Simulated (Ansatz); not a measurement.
Write a Python script for Ansatz's Python interface that makes a short molecular-dynamics run of LiCl, space group Fm-3m. Level of theory: PBE, PAW, cutoff 490 eV, 1×1×2 k-points, fixed occupations.

```xyz
2
Lattice="0.0000 2.5648 2.5648 2.5648 0.0000 2.5648 2.5648 2.5648 0.0000" Properties=species:S:1:pos:R:3 pbc="T T T"
Li    0.0000    0.0000    0.0000
Cl    2.5648    2.5648    2.5648
```

`licl.py`:
```python
# -*- coding: utf-8 -*-
import json

import ansatz as az
import numpy as np

lattice = az.Lattice.of(
    (0.0, 2.56477, 2.56477),
    (2.56477, 0.0, 2.56477),
    (2.56477, 2.56477, 0.0),
)
sites = [
    ("Li", (0.0, 0.0, 0.0)),
    ("Cl", (0.5, 0.5, 0.5)),
]
structure = az.Crystal(lattice=lattice)
for symbol, position in sites:
    structure = structure.atom(symbol, position)

base = (
    structure.supercell(2, 2, 1).calculation()
    .basis(18 * az.Ha)
    .kpoints(density=0.9)
    .occupations("fixed")
    .md(az.Ensemble.NVE, timestep=0.5, steps=25, temperature=300, initial_velocities="maxwell_boltzmann", seed=152)
)
out = base.run(events_out="licl.ndjson")
with open("licl.ndjson") as stream:
    events = [json.loads(line) for line in stream]
steps = [e["data"] for e in events if e["event"] == "md_step"]
report = out.report

print(" step   t (fs)     E_pot (eV)   E_kin (eV)    T (K)")
for s in steps[::1]:
    print(f"{s['step']:5d} {s['time_fs']:8.1f} {s['lagrangian_ev']:14.4f} {s['e_kin_ev']:12.4f} {s['temperature_k']:8.1f}")

temperature = np.array([s["temperature_k"] for s in steps])
print(f"mean temperature of the second half {temperature[len(steps) // 2 :].mean():.1f} K")

kept = np.array([s["conserved_ev"] for s in steps], float)
print(f"conserved energy drifts by {1000 * (kept[-1] - kept[0]) / len(out.lattice.sites):+.3f} meV/atom")

track = np.array([s["positions_ang"] for s in steps])
names = np.array([site.symbol for site in out.lattice.sites])
for name in sorted(set(names)):
    msd = ((track[:, names == name] - track[0, names == name]) ** 2).sum(axis=2).mean(axis=1)
    print(f"mean square displacement of {name} (A^2):", np.round(msd[:: max(len(msd) // 6, 1)], 4))
```

```console
$ python licl.py
DeckWarning: md: disabling space-group detection — thermal motion breaks the input geometry's symmetry, so no spatial operation reduces the k-mesh or symmetrises the density; time reversal is kept, [...]
 step   t (fs)     E_pot (eV)   E_kin (eV)    T (K)
    0      0.0     -5149.1836       0.2714    300.0
    1      0.5     -5149.1835       0.2714    299.9
    2      1.0     -5149.1833       0.2712    299.7
    3      1.5     -5149.1829       0.2708    299.3
    4      2.0     -5149.1824       0.2703    298.7
    5      2.5     -5149.1818       0.2697    298.0
    6      3.0     -5149.1810       0.2689    297.2
    7      3.5     -5149.1801       0.2680    296.2
    8      4.0     -5149.1790       0.2669    295.0
    9      4.5     -5149.1779       0.2657    293.7
   10      5.0     -5149.1766       0.2644    292.3
   11      5.5     -5149.1752       0.2630    290.7
   12      6.0     -5149.1736       0.2615    289.0
   13      6.5     -5149.1720       0.2599    287.2
   14      7.0     -5149.1702       0.2581    285.3
   15      7.5     -5149.1684       0.2562    283.2
   16      8.0     -5149.1664       0.2543    281.0
   17      8.5     -5149.1644       0.2523    278.8
   18      9.0     -5149.1623       0.2501    276.4
   19      9.5     -5149.1600       0.2479    274.0
   20     10.0     -5149.1578       0.2456    271.5
   21     10.5     -5149.1554       0.2433    268.9
   22     11.0     -5149.1530       0.2409    266.2
   23     11.5     -5149.1506       0.2384    263.5
   24     12.0     -5149.1480       0.2359    260.7
   25     12.5     -5149.1455       0.2334    257.9
mean temperature of the second half 273.4 K
conserved energy drifts by +0.001 meV/atom
mean square displacement of Cl (A^2): [0.     0.0001 0.0003 0.0006 0.001  0.0016 0.0022]
mean square displacement of Li (A^2): [0.     0.0004 0.0017 0.0038 0.0067 0.0103 0.0144]
```
(Warnings from the package without file and line, shortened.)

Notes:
- Total energies depend on the potentials; only differences at equal settings carry meaning.
- Energy and stress may still move on a finer k-point mesh.
- Of the deposited cell: the entry's cell lengths or inner coordinates differ somewhat from later room-temperature determinations.
- No functional is typed, so the default, PBE, holds.
- The structure is a deposited one; some such entries were measured under pressure or heat, so a shift against it needn't be the functional's error alone.
- A small cell, a coarse mesh and a very short run: it shows the set-up and gives no equilibrium averages.
- The whole script took 15 s on 1 thread of Arm Neoverse V2 (shared host), peak memory 0.42 GiB.

(A comment or docstring line of the script was reworded after the run, the code is as it ran; lines on the test bed's own set-up are left out of the output.)
